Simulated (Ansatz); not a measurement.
# TlSi2: the cost of one run

Program: Ansatz 0.2.0. Level of theory: DFT PBE, scalar-relativistic, plane waves, PAW. These are calculated values, not measurements.

## Step 1: The system as given

Symmetry: Fm-3m, No. 225, cubic system. The conventional cell has a = 6.132 Å, b = 6.132 Å, c = 6.132 Å, α = 90.00°, β = 90.00°, γ = 90.00°. Tl (site symmetry m-3m) has 8 Si at 2.66 Å as nearest neighbours. Around Si (site symmetry -43m) lie 4 Tl at 2.66 Å.

Structure file:

```xyz
3
Lattice="0.0000 3.0658 3.0658 3.0658 0.0000 3.0658 3.0658 3.0658 0.0000" Properties=species:S:1:pos:R:3 pbc="T T T"
Tl    0.0000    0.0000    0.0000
Si    1.5329    1.5329    1.5329
Si    4.5986    4.5986    4.5986
```

This is candidate A: fluorite type (Fm-3m, No. 225).

(A quick probe on a coarse mesh, which set the mesh and smearing, is not shown.)

## Step 3: Coarse relaxation (candidate A)

input.yaml

```yaml
crystal:
  lattice:
    - [0.0, 3.0657570054, 3.0657570054]
    - [3.0657570054, 0.0, 3.0657570054]
    - [3.0657570054, 3.0657570054, 0.0]
  atoms:
    - { symbol: Tl, position: [0.0, 0.0, 0.0] }
    - { symbol: Si, position: [0.25, 0.25, 0.25] }
    - { symbol: Si, position: [0.75, 0.75, 0.75] }
basis:
  ecutwfc: 420
kpoints:
  mp_grid: { grid: [6, 6, 6] }
hamiltonian:
  xc: pbe
scf:
  occupations: { method: gaussian, width: 0.1 }
  lower_state_search: "off"
output:
  forces: true
  stress: true
  eigenvalues: true
relax:
  adjacent_minimum: "off"
  f_tol: 0.04
  max_steps: 70
  cell: { stress_tol: 0.4 }
```

The run is started by

```sh
$ ansatz run input.yaml --threads 1 --pin off --max-ram 2560MiB --backend cpu --events-out ev --progress --plain --runs-dir out
```

Q: Estimate wall time and peak memory on 1 thread of Arm Neoverse V1, shared host.

About 6 s, with a peak of 0.32 GiB.
